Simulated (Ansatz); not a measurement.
# CoPtO2 (R-3m): equation of state

An exercise on one series of results from a longer session: the logs are not shown, and one member is left open.

Method: DFT PBE, scalar-relativistic, plane waves, PAW, in Ansatz 0.2.0.

## The system as given

The structure is trigonal, space group R-3m (No. 166). Conventional cell: a = 2.854 Å, b = 2.854 Å, c = 17.909 Å, α = 90.00°, β = 90.00°, γ = 120.00°. Co (site symmetry -3m) is surrounded by 6 O at 1.91 Å. Around Pt (site symmetry -3m) lie 2 O at 2.01 Å. O (site symmetry 3m) has 3 Co at 1.91 Å and 1 Pt at 2.01 Å as nearest neighbours.

Coordinates:

```
CELL_PARAMETERS angstrom
1.42701 0.82389 5.96974
-1.42701 0.82389 5.96974
0.00000 -1.64777 5.96974
ATOMIC_POSITIONS crystal
Co 0.50000 0.50000 0.50000
Pt 0.00000 0.00000 0.00000
O 0.88766 0.88766 0.88766
O 0.11234 0.11234 0.11234
```

An earlier run at PBE left this cell at 10.528 Å³/atom and 0.01 GPa (14×14×14 mesh).

Volume factors to run: 0.980, 1.020, 0.960, 1.040.

The first run:

input.yaml

```yaml
crystal:
  lattice:
    - [1.4174333988, 0.8183555543, 5.9296728976]
    - [-1.4174333988, 0.8183555543, 5.9296728976]
    - [0.0, -1.6367111087, 5.9296728976]
  atoms:
    - { symbol: Co, position: [0.5, 0.5, 0.5] }
    - { symbol: Pt, position: [0.0, 0.0, 0.0] }
    - { symbol: O, position: [0.8876551476, 0.8876551476, 0.8876551476] }
    - { symbol: O, position: [0.1123448524, 0.1123448524, 0.1123448524] }
basis:
  ecutwfc: 420
  ecutrho_ratio: 4
kpoints:
  mp_grid: { grid: [14, 14, 14] }
hamiltonian:
  xc: pbe
scf:
  occupations: { method: gaussian, width: 0.05 }
output:
  forces: true
  stress: true
  eigenvalues: true
relax:
  f_tol: 0.01
  max_steps: 40
  cell: { stress_tol: 0.1, fix: [volume] }
```

On the command line:

```bash
$ ansatz run input.yaml --threads 4 --pin off --max-ram 10240MiB --backend cpu --events-out ev --progress --plain --runs-dir out
```

Steps of the session up to this table: Scaling the volume by 0.980; At 1.020 of the relaxed volume; Scaling the volume by 0.960; Volume × 1.040.

One table of the session follows, with a row left open; its other results are not shown here.

```
volume (Å³/atom)  energy (meV/atom)  pressure (GPa)
          10.107              12.88           10.18
          10.317                  ?               ?
          10.528               0.00            0.01
          10.738               2.84           -4.26
          10.949              10.98           -8.05
```

Q: Estimate the row for volume (Å³/atom) = 10.317 from the others.

Worked estimate for «energy (meV/atom)». A straight line through the neighbours (10.107, 12.88) and (10.528, 0.00) gives 12.88 + (0.00 − 12.88) × (10.317 − 10.107) / (10.528 − 10.107) = 6.46; a parabola fitted to 3 rows on both sides gives 3.36.

**Answer.** energy (meV/atom): 3.10; pressure (GPa): 4.81. In «energy (meV/atom)» the line misses by +3.36 and the parabola by +0.26.

volume (Å³/atom), energy (meV/atom) and a bar:
```
    10.11       12.9 ##############################
    10.32        3.1 #######
    10.53        0.0 
    10.74        2.8 #######
    10.95       11.0 ##########################
```

To keep in mind: Spin–orbit coupling is left out, though the cell holds Pt; in elements this heavy it can shift levels and gaps by tenths of an eV.
